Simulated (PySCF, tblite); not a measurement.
# C₂H₁₀NOSi₂ radical, a small gas-phase stand-in for a defect centre (C site with back bonds N[SiH3], C[SiH3], O): EPR parameters

Aim: the EPR parameters of `O[C](C[SiH3])N[SiH3]`. It is drawn as: dangling bond.

Computed with tblite 0.8.0 and PySCF 2.14.0; each step states its level. No surroundings beyond the atoms listed, unless a continuum is named. Atoms count from 0, parts from 1.

## (1) The system as given

16 atoms, charge 0, multiplicity 2; geometry: distance geometry start.

## (2) Geometry optimisation with GFN2-xTB

Job settings and geometry (Å):

```
{"job": {"kind": "relax", "xc": "GFN2-xTB", "basis": "xTB"}, "charge": 0, "multiplicity": 2}
C     -0.180351     0.030964     0.783758
N      1.234898    -0.319862     0.727252
Si     2.483085     0.688571     0.089197
C     -1.248293    -0.887282     0.243837
Si    -2.088279    -0.268608    -1.298754
O     -0.578667     1.030249     1.648548
H      1.373205    -1.255996     0.349597
H      2.429863     1.991984     0.753729
H      3.753602    -0.009238     0.300943
H      2.243022     0.823505    -1.351515
H     -0.818304    -1.870995     0.051417
H     -1.987678    -1.018936     1.026265
H     -1.109609    -0.118560    -2.408294
H     -3.093123    -1.248542    -1.737217
H     -2.749833     1.061834    -1.077273
H      0.209854     1.381419     2.107372
```

With the program's defaults for keys left out, this is: GFN2-xTB geometry optimisation, gas phase.

Run with:

```console
$ OMP_NUM_THREADS=1 python cluster_run.py task.json out
```

One launch serves the whole session: the jobs run in the order shown.

**Question.** The jobs that follow are: PBE0-D3(BJ)/def2-SVP geometry optimisation, gas phase; UKS B3LYP, IGLO-III on C N O Si, pcH-1 on H, non-relativistic, mean-field spin-orbit, GIAO; UKS BHandHLYP, IGLO-III on C N O Si, pcH-1 on H, non-relativistic, mean-field spin-orbit, GIAO. Predict: point group; rotational constants (main isotopes); g(iso) (B3LYP); ⟨S²⟩; largest a(iso).

**Answer**, as computed:

| quantity | value |
| --- | --- |
| point group | C1 |
| rotational constants (main isotopes) | 3.40, 1.32, 1.15 GHz |
| g(iso) (B3LYP) | 2.00303 |
| ⟨S²⟩ | 0.753 (exact 0.75) |
| largest a(iso) | 13C on C0, 233.4 MHz |

In words: The start of the PBE0/def2-SVP relaxation was shaken at random by about 0.01 Å, so part of the energy gained, and of the first lengths quoted, undoes that. Relaxing lowered the energy by 0.390 eV in 12 steps; the close pair that moved most is Si4–H12, from 1.445 to 1.496 Å (PBE0/def2-SVP). C0 carries the largest spin population, 0.82 e. The isotropic g lies 0.7 ppt above the free-electron value. The coupling of 13C on C0 runs from 233.4 (B3LYP/IGLO-III+pcH-1) to 277.0 MHz (BHandHLYP/IGLO-III+pcH-1). A capped cluster stands for the solid here, so long-range fields and strain are missing, and bands or shifts of the capping hydrogens have no counterpart in it.
